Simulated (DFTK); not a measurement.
## InAs under changes of volume

One of the cells (27.489 Å³/atom); the others are scaled copies at fixed shape and fractional positions:

```xyz
2
Lattice="0.0000 3.0180 3.0180 3.0180 0.0000 3.0180 3.0180 3.0180 0.0000" Properties=species:S:1:pos:R:3 pbc="T T T"
In    0.0000    0.0000    0.0000
As    4.5270    4.5270    4.5270
```

* Program: DFTK 0.8.2
* Functional: PBEsol
* Potentials or basis: dojo.nc.sr.pbesol.v0_4_1.standard.upf (PBEsol)
* Cutoff: 1143 eV
* k mesh: 8 × 8 × 8
* Occupations: fermi-dirac, width 0.05 eV
* Spin: no spin polarisation

```tsv
volume (Å³/atom)	energy over the lowest point (meV/atom)	pressure (GPa)
25.840	41.99	6.1
26.389	23.94	4.4
26.939	11.27	3.0
27.489	?	?
28.039	0.00	0.4
28.588	0.42	-0.7
29.138	4.31	-1.6
```

Q: What does the run at 27.489 Å³/atom give?

A: Energy over the lowest point 3.46 meV/atom; pressure 1.6 GPa.

Worked out: A Birch-Murnaghan fit of order 3 (a polynomial in V^(-2/3)) to the other rows has its minimum at 28.25 Å³/atom with B0 = V·E''(V) = 56 GPa and B' = 4.7. It gives 3.47 meV/atom at 27.489 Å³/atom, against the run's 3.46, and -dE/dV = 1.6 GPa, against 1.6.

Energies are extrapolated to zero smearing.
